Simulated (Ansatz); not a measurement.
This geometry of a periodic cell of 15 atoms, Zn7O8 (host ZnO, host structure P6_3mc, one Zn atom removed), cell charge +2 is a first-order saddle point.

These are results of DFT PBE, scalar-relativistic, plane waves, PAW in Ansatz, not measurements. Settings: PAW set soft_1, cutoff 420 eV, k mesh 2x2x2, gaussian smearing 0.02 eV, no spin polarisation.

```xyz
15
Lattice="-3.2417 -5.6148 0.0000 4.8625 -2.8074 0.0000 0.0000 0.0000 5.1876" Properties=species:S:1:pos:R:3
Zn 0.024 -3.631 0.049
Zn 1.553 -4.853 2.685
O 0.012 -3.843 2.011
O 1.574 -4.569 4.564
Zn 0.037 -1.961 2.687
O 3.219 -4.276 1.951
O 0.096 -1.828 4.579
Zn 1.602 -0.811 -0.042
Zn 3.365 -2.782 0.969
O 1.435 -0.912 1.901
O 3.310 -1.583 4.778
Zn 1.750 -6.316 0.042
Zn -1.657 -4.742 2.588
O 1.588 -6.678 1.953
O -1.599 -4.548 4.556
```

Which two structures does it join? (They come from a converged band through this point; their orientation in space is the band's.)

Contacts lost: Zn9–O10, Zn9–O14. Contacts made: O4–Zn9, O7–Zn9. The atom that moves furthest is Zn9, by 3.16 Å.

Image 0:

```xyz
15
Lattice="-3.2417 -5.6148 0.0000 4.8625 -2.8074 0.0000 0.0000 0.0000 5.1876" Properties=species:S:1:pos:R:3
Zn 0.028 -3.727 -0.001
Zn 1.657 -4.652 2.609
O 0.009 -3.739 1.958
O 1.445 -4.813 4.501
Zn -0.036 -1.842 2.588
O 3.241 -3.734 2.094
O 0.210 -1.984 4.476
Zn 1.628 -0.955 -0.001
Zn 3.245 -1.904 2.609
O 1.629 -0.933 1.958
O 3.277 -1.638 4.500
Zn 1.649 -6.558 0.043
Zn -1.599 -4.683 2.615
O 1.636 -6.551 1.991
O -1.616 -4.673 4.596
```

Image 6:

Only the atoms that move by more than 0.05 Å are listed.
```
Zn2 1.606 -4.670 2.643
O4 1.619 -4.678 4.589
O6 3.218 -3.977 1.911
O7 0.005 -1.873 4.555
Zn9 3.253 -3.709 0.019
O10 1.423 -0.822 1.888
O11 3.254 -1.879 4.692
Zn12 1.597 -6.577 0.019
O14 1.811 -6.413 1.911
```

How far does it lie above each of them?

1.19 eV above the first and 1.19 eV above the second. This is the barrier of this one path; another mechanism may lie lower. Limits of this set-up: coarse k mesh, charged cell in a uniform background, uncorrected.

The run took 20 min on 1 thread of Arm Neoverse V1, with other jobs on the host, peak memory 0.76 GiB.
